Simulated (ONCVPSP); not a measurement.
# An ONCV potential for P, from input to tests

Aim: build the potential from the settings below, then test how well it stands in for the atom: other configurations, scattering, ghost states and the plane-wave cutoff that it needs.

The numbers are computed with ONCVPSP 4.0.1 (PBE, scalar-relativistic, spin-unpolarised reference atom).

## 1. The design

The settings as typed:

| Property | Result |
| --- | --- |
| element | phosphorus (P, Z = 15) |
| type | optimised norm-conserving Vanderbilt (ONCV) |
| frozen core | [Ne] |
| valence charge | 5 |
| reference configuration | 3s2 3p3 |
| partial waves | 3s: rc 1.65 bohr, ncon 4, nbas 7, qcut 4.1 1/bohr, 2 projectors, debl 2.2 Ha; 3p: rc 1.50 bohr, ncon 4, nbas 9, qcut 5.4 1/bohr, 3 projectors, debl 2.8 Ha |
| local potential | polynomial inside 1.10 bohr (lpopt 5, dvloc0 0 Ha) |
| core correction | Teter function fitted to the true core (icmod 2), fcfact 0.2 |

The outer shells as boxes (Hund's rule for the drawing; the calculation is spin-unpolarised):

```
[Ne] core
3s [↑↓]
3p [↑ ][↑ ][↑ ]
```

## 2. The generation run

File P.dat:

```
# ATOM AND REFERENCE CONFIGURATION
# atsym  z   nc   nv     iexc    psfile
  P 15.00    3    2        4      upf
#
#   n    l    f
    1    0    2.00
    2    0    2.00
    2    1    6.00
    3    0    2.00
    3    1    3.00
#
# PSEUDOPOTENTIAL AND OPTIMIZATION
# lmax
    1
#
#   l,   rc,      ep,       ncon, nbas, qcut
    0    1.65    0.00    4    7    4.10
    1    1.50    0.00    4    9    5.40
#
# LOCAL POTENTIAL
# lloc, lpopt,  rc(5),   dvloc0
    4    5    1.10    0.00
#
# VANDERBILT-KLEINMAN-BYLANDER PROJECTORs
# l, nproj, debl
    0    2    2.20
    1    3    2.80
#
# MODEL CORE CHARGE
# icmod, fcfact, rcfact
    2    0.20    0.70
#
# LOG DERIVATIVE ANALYSIS
# epsh1, epsh2, depsh
   -2.00    5.00    0.02
#
# OUTPUT GRID
# rlmax, drl
    6.00    0.01
#
# TEST CONFIGURATIONS
# ncnf
    4
# nvcnf
#   n    l    f
    2
    3    0    2.00
    3    1    2.00
#
    2
    3    0    2.00
    3    1    1.00
#
    2
    3    0    2.00
    3    1    0.00
#
    2
    3    0    1.00
    3    1    3.00
#
```

Command:

```
$ oncvpsp.x < P.dat > P.out
```

Q: Predict the outcome of this session. Wanted: cutoffs for 1 and 0.1 mHa per electron, occupied waves; bound ghosts; GHOST(+) flags; largest test error; largest phase difference near zero energy, channels read; rms error of d²Exc/dn², without and with the model core.

**Answer**, as computed:

```
                                                quantity                                                 value
  cutoffs for 1 and 0.1 mHa per electron, occupied waves                                       14 Ha and 38 Ha
                                            bound ghosts                                      p at -4589.13 eV
                                          GHOST(+) flags  s at 93 eV, p at 1006 eV, p at 1878 eV, p at 2868 eV
                            largest test error (AE − PS)                                  +65 meV, for 3s2 3p0
largest phase difference near zero energy, channels read                                             0.000 rad
 rms error of d²Exc/dn², without and with the model core                                     1.55 and 0.63 mHa
```

**Reading.** It has a bound ghost (p), a state that the atom doesn't have, and that rules the file out. By total energies transferability is fair: the largest error is 65 meV on 58.6 eV, for 3s2 3p0. That test lies far up in energy; among those under 40 eV, nearer to bonding, the largest error is 14 meV. It counts as soft on the atom at that tolerance, with 14 Ha needed at the looser tolerance. The tighter tolerance needs 38 Ha, and converged work needs a cutoff nearer that. At the looser tolerance the 3s wave is the slowest; 3p needs 5 Ha. Near zero energy the phases of the channels with partial waves agree within 0.001 rad. The program also flags highly localised states, GHOST(+) (s, p). These are tests on the free atom; a crystal test is still owed.
